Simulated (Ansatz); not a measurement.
**Al2O3: normal modes**

Aim: for Al2O3, compute the harmonic modes.

Program: Ansatz 0.2.0. Level of theory: DFT PBE, scalar-relativistic, plane waves, PAW. These are calculated values, not measurements.

1 further run of the same task is left out (set aside as unsound or not needed).

**1. Starting point**

The structure is trigonal, space group R-3c (No. 167). Conventional cell: a = 4.809 Å, b = 4.809 Å, c = 13.123 Å, α = 90.00°, β = 90.00°, γ = 120.00°. Al (site symmetry 3) has 6 O at 1.87 to 1.99 Å in its first shell of neighbours. Around O (site symmetry 2) lie 4 Al at 1.87 to 1.99 Å.

As a file:

```
CELL_PARAMETERS angstrom
2.40435 1.38815 4.37448
-2.40435 1.38815 4.37448
0.00000 -2.77631 4.37448
ATOMIC_POSITIONS crystal
Al 0.85215 0.85215 0.85215
Al 0.64785 0.64785 0.64785
Al 0.14785 0.14785 0.14785
Al 0.35215 0.35215 0.35215
O 0.05618 0.44382 0.75000
O 0.75000 0.05618 0.44382
O 0.44382 0.75000 0.05618
O 0.94382 0.55618 0.25000
O 0.25000 0.94382 0.55618
O 0.55618 0.25000 0.94382
```

This cell was relaxed beforehand with the same method: volume 8.76 Å³/atom, gap on the mesh 5.85 eV.

**2. The reference cell**

Reference values: F = -5569.6089 eV; pressure 0.02 GPa; largest force 0.000 eV/Å; gap on the mesh 5.85 eV. It was computed beforehand with the settings of the runs below.

**3. Zone-centre phonons by finite displacements**

The input, input.yaml:

```yaml
crystal:
  lattice:
    - [2.4043544254, 1.3881546747, 4.3744828318]
    - [-2.4043544254, 1.3881546747, 4.3744828318]
    - [0.0, -2.7763093495, 4.3744828317]
  atoms:
    - { symbol: Al, position: [0.8521479318, 0.8521479318, 0.8521479318] }
    - { symbol: Al, position: [0.6478520682, 0.6478520682, 0.6478520682] }
    - { symbol: Al, position: [0.1478520682, 0.1478520682, 0.1478520682] }
    - { symbol: Al, position: [0.3521479318, 0.3521479318, 0.3521479318] }
    - { symbol: O, position: [0.0561765927, 0.4438234073, 0.75] }
    - { symbol: O, position: [0.75, 0.0561765927, 0.4438234073] }
    - { symbol: O, position: [0.4438234073, 0.75, 0.0561765927] }
    - { symbol: O, position: [0.9438234073, 0.5561765927, 0.25] }
    - { symbol: O, position: [0.25, 0.9438234073, 0.5561765927] }
    - { symbol: O, position: [0.5561765927, 0.25, 0.9438234073] }
basis:
  ecutwfc: 420
kpoints:
  mp_grid: { grid: [6, 6, 6] }
hamiltonian:
  xc: pbe
scf:
  occupations: { method: gaussian, width: 0.05 }
output:
  eigenvalues: true
phonons:
  method: fd
  supercell: [1, 1, 1]
  amplitude: 0.02
  eigenvectors: true
  dielectric: false
```

Launch:

```
ansatz run input.yaml --threads 2 --pin off --max-ram 5120MiB --backend cpu --events-out ev --progress --plain --runs-dir out
```

The program printed, shortened:

```text
Warning: RAYON_NUM_THREADS=2 ignored (pool sized by the plan → 2); use --threads N
[...]
Pseudopotentials: kind: paw
Pseudopotential: Al, paw, valence charge 3, recommended cutoff 420 eV (normal), Al.paw.azcp
Pseudopotential: O, paw, valence charge 6, recommended cutoff 420 eV (normal), O.paw.azcp
Functional definition: PBE
[...]
Crystal: 10 atoms, lattice volume = 87.602 Å³
Basis set: ecut = 420 eV, 1707 PW (Γ), exchange–correlation on 72×72×72 points (8 copies of the dense FFT grid, shifted against one another)
Bands: 34, of which v1, the nominal top of the filled ones, is band 24 counted from 1 (23 counted from 0)
Symmetry: 12 space group operations
k-points: 32 of 216
[...]
SCF iter   1: F=—  HF=-5569.606654 eV  |F-HF|=—  |Δ(HF+E_count)|=         —  Δρ=1.68e-3  dr2=1.29e-3  ethr=1.77e-3  ⟨swp⟩=7.5  Hψ=5730  notcnv=0  defer=26
[...]
Symmetry: 1 space group operations
[...]
SCF iter   6: F=-5569.605744 eV  HF=-5569.605744 eV  |F-HF|=1.64e-11  |Δ(HF+E_count)|=  1.13e-10  Δρ=2.94e-7  dr2=5.13e-11  ethr=1.00e-12  ⟨swp⟩=3.0  Hψ=14392  notcnv=0
[...]
SCF converged after 7 iterations
Free energy (F): -5569.608869 eV
[...]
E sigma→0 (E₀):  -5569.608869 eV
Fermi energy:    10.285491 eV
[...]
--- Forces (eV/Å), atoms counted from 1 ---
  atom   1  Al    -0.00000000    -0.00000000     0.00000376
  atom   2  Al     0.00000000     0.00000000    -0.00000376
  atom   3  Al    -0.00000000     0.00000000    -0.00000376
  atom   4  Al    -0.00000000    -0.00000000     0.00000376
  atom   5  O     -0.00012016     0.00000000     0.00000000
  atom   6  O      0.00006008    -0.00010406    -0.00000000
  atom   7  O      0.00006008     0.00010406     0.00000000
  atom   8  O      0.00012016    -0.00000000    -0.00000000
[...]
--- Band table (eV; the first three rows and the last of 32) ---
[...]
--- Phonons: 5 displaced members + reference (amplitude 0.02 Å, Σ member SCF iterations 37) ---
  symmetry images taken by strict's conditions (phonons.symmetry_images: auto; settled by no image being taken that strict refuses)
  ASR residual: 7.474e-3 → 0.000e0 eV/Å²; symmetrization residual: 2.424e-3 eV/Å²
  largest component of a force at the reference: 1.2e-4 eV/Å
  ASR residual per site (eV/Å²): 7.47e-3 7.47e-3 7.47e-3 7.47e-3 6.21e-3 5.57e-3 5.57e-3 6.21e-3 5.57e-3 5.57e-3
  Γ frequencies (cm⁻¹): 0.00 0.00 0.00 284.93 358.49 358.49 363.26 363.26 373.56 394.33 406.05 406.05 414.46 414.46 424.88 424.88 510.80 536.81 536.81 549.38 550.09 550.09 577.42 601.38 601.38 609.37 663.40 712.57 712.57 718.28
  density of states and harmonic sums: on the 16×16×16 q-mesh, interpolated from the force constants of a 1×1×1 supercell (no non-analytic term)
  largest difference from the sums on the solved wave vectors: F 3.35e-1 eV, S 5.93e-4 and C_V 2.58e-4 eV/K
[...]
```

Wall time 64 s (2 threads of Arm Neoverse V2, shared host); peak memory 0.53 GiB.

The modes, lowest first (cm⁻¹, without the LO–TO term): 1: 0, 2: 0, 3: 0, 4: 285, 5: 358, 6: 358, 7: 363, 8: 363, 9: 374, 10: 394, 11: 406, 12: 406, 13: 414, 14: 414, 15: 425, 16: 425, 17: 511, 18: 537, 19: 537, 20: 549, 21: 550, 22: 550, 23: 577, 24: 601, 25: 601, 26: 609, 27: 663, 28: 713, 29: 713, 30: 718. Three modes near zero are the rigid translations.

**4. Outcome**

```
quantity                  value
   modes  30 from 0 to 718 cm⁻¹
```

In words: No mode of this cell is imaginary beyond 10 cm⁻¹; other wave vectors were not probed.
